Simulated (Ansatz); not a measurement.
# AlFH4SSi: the cost of one run

All numbers are computed with the Python package of Ansatz 0.2.0. Level of theory: r2SCAN/def2-SVP.

## 1. The structure

Bond lengths: F1–Si2 1.657 Å, Si2–S3 2.124 Å, S3–Al4 2.201 Å, Si2–H5 1.486 Å, Si2–H6 1.487 Å, Al4–H7 1.583 Å, Al4–H8 1.618 Å. Angles: F1–Si2–S3 107.4°, F1–Si2–H5 111.3°, F1–Si2–H6 110.0°, S3–Si2–H5 109.3°, S3–Si2–H6 110.0°, H5–Si2–H6 108.8°, Si2–S3–Al4 95.1°, S3–Al4–H7 122.5°, S3–Al4–H8 118.8°, H7–Al4–H8 118.3°.

The script holds or builds the structure itself.

## 2. The script

alfh4ssi.py reads:

```python
import warnings

import ansatz as az
from ase import Atoms

warnings.simplefilter("ignore", az.DeckWarning)

atoms = Atoms(["F", "Si", "S", "Al", "H", "H", "H", "H"], positions=[
    (-1.422, 0.9018, 1.1583),
    (0.0096, 1.3234, 0.4388),
    (1.3655, -0.2858, 0.7312),
    (0.2458, -1.7135, -0.5143),
    (-0.1675, 1.5577, -1.0179),
    (0.5473, 2.5614, 1.0626),
    (0.4519, -1.8212, -2.0801),
    (-0.9385, -2.581, 0.1656),
])

first = (
    az.Crystal.molecule_from_ase(atoms).calculation()
    .basis(gaussian="def2-SVP")
    .functional("r2scan")
    .relax(force_tolerance=0.02, max_steps=80)
)
atoms.positions = first.run().report["positions_ang"]

rows = []
for angle in [90, 100, 110, 120, 135, 150, 165, 179]:
    bent = atoms.copy()
    bent.set_angle(3, 2, 1, angle, indices=[0, 1, 4, 5])
    job = az.Crystal.molecule_from_ase(bent).calculation().basis(gaussian="def2-SVP").functional("r2scan")
    rows.append((angle, job.run().report["free_energy_ev"]))
floor = min(e for _, e in rows)
for angle, e in rows:
    print(f"angle Al3-S2-Si1 = {angle:3d} deg   {1000 * (e - floor):9.1f} meV")
```

## 3. The input behind the calls

The package turns the script's settings into the engine's input (first run):

```yaml
crystal:
  periodic: [false, false, false]
  atoms:
    - { symbol: F, position_ang: [-1.422, 0.9018, 1.1583] }
    - { symbol: Si, position_ang: [0.0096, 1.3234, 0.4388] }
    - { symbol: S, position_ang: [1.3655, -0.2858, 0.7312] }
    - { symbol: Al, position_ang: [0.2458, -1.7135, -0.5143] }
    - { symbol: H, position_ang: [-0.1675, 1.5577, -1.0179] }
    - { symbol: H, position_ang: [0.5473, 2.5614, 1.0626] }
    - { symbol: H, position_ang: [0.4519, -1.8212, -2.0801] }
    - { symbol: H, position_ang: [-0.9385, -2.581, 0.1656] }
basis:
  gaussian:
    orbitals: def2-SVP
hamiltonian:
  xc: r2scan
relax:
  f_tol: 0.02
  max_steps: 80
```

## 4. Running it

Command:

```bash
> python alfh4ssi.py
```

Q: Estimate wall time and peak memory on 1 thread of Arm Neoverse V1, shared host.

About 2.5 min, with a peak of 0.24 GiB.
